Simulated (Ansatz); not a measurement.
# CH5Sb: one structure at several levels

The atoms stand at a structure displaced at random from a GFN2-xTB minimum. How far do the functionals agree with CCSD(T) there?

The runs use Ansatz 0.2.0, Gaussian basis; single points in def2-TZVPP.

Cores are frozen in the correlated methods. Filled d shells of the heavier atoms are correlated. Core potentials replace the inner electrons past krypton, and spin-orbit coupling is left out.

**1. The starting structure**

SMILES `[CH3][SbH2]`, 7 atoms, charge 0, spin multiplicity 1.

Atoms are counted from 1 here; the program's logs count them from 0.

Bond lengths: C1–Sb2 2.053 Å, C1–H3 1.078 Å, C1–H4 1.157 Å, C1–H5 1.073 Å, Sb2–H6 1.602 Å, Sb2–H7 1.653 Å. Angles: Sb2–C1–H3 110.1°, Sb2–C1–H4 111.6°, Sb2–C1–H5 115.9°, H3–C1–H4 105.8°, H3–C1–H5 110.5°, H4–C1–H5 102.2°, C1–Sb2–H6 94.4°, C1–Sb2–H7 93.3°, H6–Sb2–H7 91.8°.

As a file:

```xyz
7

C    -0.5701   -0.4267   -0.3674
Sb    0.6626    0.1533    1.1688
H    -0.4570   -1.4824   -0.5558
H    -1.6853   -0.2724   -0.1010
H    -0.4765    0.1302   -1.2793
H     0.4147    1.7198    0.9412
H     2.0084    0.1724    0.2090
```

**2. CCSD(T)/def2-TZVPP**

Contents of run/in.yaml:

```yaml
crystal:
  periodic: [false, false, false]
  atoms:
    - {symbol: C, position_ang: [-0.570100, -0.426700, -0.367400]}
    - {symbol: Sb, position_ang: [0.662600, 0.153300, 1.168800]}
    - {symbol: H, position_ang: [-0.457000, -1.482400, -0.555800]}
    - {symbol: H, position_ang: [-1.685300, -0.272400, -0.101000]}
    - {symbol: H, position_ang: [-0.476500, 0.130200, -1.279300]}
    - {symbol: H, position_ang: [0.414700, 1.719800, 0.941200]}
    - {symbol: H, position_ang: [2.008400, 0.172400, 0.209000]}
basis:
  gaussian: {orbitals: def2-TZVPP}
correlation: {method: ccsd_t}
output: {forces: true}
```

No record of the launch command was kept for these runs.

**3. PBE0-D4/def2-TZVPP**

Changes to run/in.yaml since step 2:

```diff
@@ -12,3 +12,3 @@
   gaussian: {orbitals: def2-TZVPP}
-correlation: {method: ccsd_t}
-output: {forces: true}
+hamiltonian: {xc: pbe0, dispersion: d4}
+output: {forces: true, orbitals: {seedname: orbitals}}
```

**4. wB97M-V/def2-TZVPP**

Changes to run/in.yaml since step 3:

```diff
@@ -12,3 +12,3 @@
   gaussian: {orbitals: def2-TZVPP}
-hamiltonian: {xc: pbe0, dispersion: d4}
-output: {forces: true, orbitals: {seedname: orbitals}}
+hamiltonian: {xc: {name: wB97M-V}}
+output: {forces: true}
```

**5. r2SCAN-D4/def2-TZVPP**

Changes to run/in.yaml since step 4:

```diff
@@ -12,3 +12,3 @@
   gaussian: {orbitals: def2-TZVPP}
-hamiltonian: {xc: {name: wB97M-V}}
+hamiltonian: {xc: r2scan, dispersion: d4}
 output: {forces: true}
```

**6. PBE-D4/def2-TZVPP**

Changes to run/in.yaml since step 5:

```diff
@@ -12,3 +12,3 @@
   gaussian: {orbitals: def2-TZVPP}
-hamiltonian: {xc: r2scan, dispersion: d4}
+hamiltonian: {xc: pbe, dispersion: d4}
 output: {forces: true}
```

**7. revPBE-D4/def2-TZVPP**

Changes to run/in.yaml since step 6:

```diff
@@ -12,3 +12,3 @@
   gaussian: {orbitals: def2-TZVPP}
-hamiltonian: {xc: pbe, dispersion: d4}
+hamiltonian: {xc: {name: revPBE}, dispersion: d4}
 output: {forces: true}
```

**8. r2SCAN0-D4/def2-TZVPP**

Changes to run/in.yaml since step 7:

```diff
@@ -12,3 +12,3 @@
   gaussian: {orbitals: def2-TZVPP}
-hamiltonian: {xc: {name: revPBE}, dispersion: d4}
+hamiltonian: {xc: {name: r2SCAN0}, dispersion: d4}
 output: {forces: true}
```

(Steps that only read results are left out.)

Q: Predict the outcome of this session. Wanted: energy less free atoms, CCSD(T)/def2-TZVPP; RMS force component; RMS force error; HOMO and LUMO, PBE0-D4; T1 diagnostic.

The runs gave:

```
                                  quantity                                                                                                value
energy less free atoms, CCSD(T)/def2-TZVPP                                                                                           -20.746 eV
                       RMS force component                                                                 1.053 to 1.175 eV/Å over the methods
                           RMS force error  PBE0-D4 0.081, wB97M-V 0.035, r2SCAN-D4 0.094, PBE-D4 0.207, revPBE-D4 0.232, r2SCAN0-D4 0.073 eV/Å
                    HOMO and LUMO, PBE0-D4                                                                                   -6.97 and -0.01 eV
                             T1 diagnostic                                                                                                0.012
```

Against CCSD(T) the functionals' energies less atoms differ by -0.537 to -0.122 eV, PBE-D4 by -0.537 eV. A larger basis would deepen the CCSD(T) value, while the functionals are nearly converged already, so the order here is not reliable. The forces of wB97M-V come nearest to CCSD(T), those of revPBE-D4 are farthest. Frozen-core CCSD(T) forces in triple zeta carry basis errors of their own, and this is one geometry, so small gaps rank nothing.
